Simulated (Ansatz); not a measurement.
**MgRh: the crystal squeezed far**

The task here is to estimate one member of a computed series from the others.

Method: DFT PBEsol, with the methods named in each step, in Ansatz 0.2.0.

**The system as given**

The structure is cubic, space group Pm-3m (No. 221). The conventional cell has a = 3.099 Å, b = 3.099 Å, c = 3.099 Å, α = 90.00°, β = 90.00°, γ = 90.00°. Mg (site symmetry m-3m) has 8 Rh at 2.68 Å as nearest neighbours. Around Rh (site symmetry m-3m) lie 8 Mg at 2.68 Å.

As a file:

```
Mg Rh
1.0
     3.09920    0.00000    0.00000
     0.00000    3.09920    0.00000
     0.00000    0.00000    3.09920
Mg Rh
1 1
Direct
  0.00000 0.00000 0.00000
  0.50000 0.50000 0.50000
```

Whether this phase is the stable one at these pressures isn't tested.

Atoms are numbered in the order of the input: Mg1, Rh2.

The first run:

input.yaml

```yaml
crystal:
  lattice:
    - [3.0992, 0.0, 0.0]
    - [0.0, 3.0992, 0.0]
    - [0.0, 0.0, 3.0992]
  atoms:
    - { symbol: Mg, position: [0.0, 0.0, 0.0] }
    - { symbol: Rh, position: [0.5, 0.5, 0.5] }
kpoints:
  mp_grid: { grid: [12, 12, 12] }
  band_path:
    path:
      - [0.0, 0.0, 0.0]
      - [0.0, 0.5, 0.0]
      - [0.5, 0.5, 0.0]
      - [0.0, 0.0, 0.0]
      - [0.5, 0.5, 0.5]
      - [0.0, 0.5, 0.0]
      - [0.5, 0.5, 0.5]
      - [0.5, 0.5, 0.0]
    npoints: 14
scf:
  occupations: { method: fermi_dirac, width: 0.05 }
hamiltonian:
  xc: pbesol
  pseudopotentials: { kind: all_electron, lapw: { basis_error: 0.001 } }
output:
  forces: true
  stress: true
  eigenvalues: true
  populations: true
```

Launch:

```
ansatz run input.yaml --threads 1 --pin off --max-ram 2048MiB --backend cpu --events-out ev --progress --plain --runs-dir out
```

Among the steps run: The reference volume, LAPW; Volume scaled by 1, norm-conserving; Volume scaled by 0.9, LAPW; Volume scaled by 0.75, LAPW; Volume scaled by 0.65, LAPW; Volume scaled by 0.65, norm-conserving.

One table of the session follows, with a row left open; its other results are not shown here.

```
         method  volume over the first  volume (Å³/atom)  pressure (GPa)
           LAPW                      1            14.884           -2.01
           LAPW                    0.9            13.396           13.89
           LAPW                   0.75            11.163           63.70
           LAPW                   0.65             9.675          133.83
            PAW                      1            14.884           -2.01
            PAW                    0.9            13.396           13.87
            PAW                   0.75            11.163           63.62
            PAW                   0.65                 ?               ?
norm-conserving                      1            14.884           -1.81
norm-conserving                   0.65             9.675          135.05
```

Q: Estimate the row for PAW, 0.65 from the others.

The run gave: volume (Å³/atom): 9.675; pressure (GPa): 133.73.
